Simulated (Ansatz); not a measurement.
# C2H6Br2GaN: vertical ionisation energy

One table from this session's results is given with a row withheld; the runs are named, their logs left out.

Computed with Ansatz 0.2.0, Gaussian basis. Level: unrestricted cation, the program's frozen cores in correlated methods.

The runs, in order: UKS PBE-D4/def2-TZVPP; UKS r2SCAN-D4/def2-TZVPP; UKS PBE0-D4/def2-TZVPP; UKS B3LYP-D4/def2-TZVPP; UKS wB97X-V/def2-TZVPP; UKS wB97M-V/def2-TZVPP; UKS B2PLYP/def2-TZVPP; UHF-CCSD(T)/def2-TZVPP; UHF-MP2/def2-QZVPP; extrapolation to the limit; then −ε(HOMO) from the neutral's earlier runs with LDA (SPW92), PBE-D4, revPBE-D4, BLYP-D4, r2SCAN-D4, B97M-V, PBE0-D4, B3LYP-D4, r2SCANh-D4, r2SCAN0-D4, HSE06-D4, BHLYP-D4, CAM-B3LYP-D4, LC-ωPBE, ωB97X-V, ωB97M-V.

## Structure used throughout

The geometry comes from an earlier relaxation with PBE0-D4 in a triple-zeta def2 set; it is a stationary point, not always the lowest conformer.

SMILES `C[N](C)[Ga]([Br])[Br]`, 12 atoms, charge 0, spin multiplicity 1.

Atoms are counted from 1 here; the program's logs count them from 0.

Bond lengths: C1–N2 1.442 Å, C1–H7 1.098 Å, C1–H8 1.098 Å, C1–H9 1.091 Å, N2–C3 1.442 Å, N2–Ga4 1.800 Å, C3–H10 1.091 Å, C3–H11 1.098 Å, C3–H12 1.098 Å, Ga4–Br5 2.274 Å, Ga4–Br6 2.274 Å. Angles: N2–C1–H7 111.1°, N2–C1–H8 111.1°, N2–C1–H9 110.9°, H7–C1–H8 107.6°, H7–C1–H9 108.0°, H8–C1–H9 108.0°, C1–N2–C3 114.1°, C1–N2–Ga4 123.0°, C3–N2–Ga4 123.0°, N2–C3–H10 110.9°, N2–C3–H11 111.1°, N2–C3–H12 111.1°, H10–C3–H11 108.0°, H10–C3–H12 108.0°, H11–C3–H12 107.6°, N2–Ga4–Br5 120.3°, N2–Ga4–Br6 120.3°, Br5–Ga4–Br6 119.4°.

The first run:

Input file in.yaml:

```yaml
crystal:
  periodic: [false, false, false]
  atoms:
    - {symbol: C, position_ang: [-0.552017, -0.732962, 1.118946]}
    - {symbol: N, position_ang: [0.004127, -0.007723, 0.003722]}
    - {symbol: C, position_ang: [1.255133, -0.538691, -0.477986]}
    - {symbol: Ga, position_ang: [-0.792773, 1.433651, -0.722758]}
    - {symbol: Br, position_ang: [0.166412, 2.509442, -2.481246]}
    - {symbol: Br, position_ang: [-2.766846, 2.193865, 0.110740]}
    - {symbol: H, position_ang: [0.134742, -0.728918, 1.976262]}
    - {symbol: H, position_ang: [-0.744293, -1.781340, 0.853419]}
    - {symbol: H, position_ang: [-1.495393, -0.289191, 1.441455]}
    - {symbol: H, position_ang: [1.629155, 0.046709, -1.319608]}
    - {symbol: H, position_ang: [1.141336, -1.578633, -0.812872]}
    - {symbol: H, position_ang: [2.020426, -0.526209, 0.309927]}
basis:
  gaussian: {orbitals: def2-TZVPP}
total_charge: 1
magnetization: {spin_polarized: true, initial_magnetization: 1}
hamiltonian: {xc: pbe, dispersion: d4}
```

The run is started by

```sh
> ansatz run in.yaml --threads 2 --pin off --events-out ev --progress --plain --max-ram 22528MiB --backend cuda --devices 0, --max-vram 18GiB
```

Among the steps run: Cation, UKS PBE-D4/def2-TZVPP; Cation, UKS r2SCAN-D4/def2-TZVPP; Cation, UKS PBE0-D4/def2-TZVPP; Cation, UKS B3LYP-D4/def2-TZVPP; Cation, UKS wB97X-V/def2-TZVPP; Cation, UKS wB97M-V/def2-TZVPP; Cation, UKS B2PLYP (frozen core)/def2-TZVPP; Cation, UHF-CCSD(T)/def2-TZVPP; Cation, UHF-MP2/def2-QZVPP.

One table of the session follows, with a row left open; its other results are not shown here.

For comparison, −ε(HOMO) of the neutral from earlier runs:

| functional | −ε(HOMO) (eV) |
| --- | --- |
| LDA (SPW92) | 5.76 |
| PBE-D4 | 5.60 |
| revPBE-D4 | 5.54 |
| BLYP-D4 | 5.49 |
| r2SCAN-D4 | 5.84 |
| B97M-V | ? |
| PBE0-D4 | 6.84 |
| B3LYP-D4 | 6.64 |
| r2SCANh-D4 | 6.30 |
| r2SCAN0-D4 | 7.01 |
| HSE06-D4 | 6.44 |
| BHLYP-D4 | 8.03 |
| CAM-B3LYP-D4 | 8.20 |
| LC-ωPBE | 9.53 |
| ωB97X-V | 9.20 |
| ωB97M-V | 9.11 |

Q: Estimate the row for B97M-V from the others.

**Answer.** −ε(HOMO) (eV): 5.92. In the column «−ε(HOMO) (eV)» it lies between r2SCAN-D4 (5.84) and r2SCANh-D4 (6.30).

To keep in mind: The cation may have settled in a state other than its lowest; no search over hole states beyond the program's own was made.
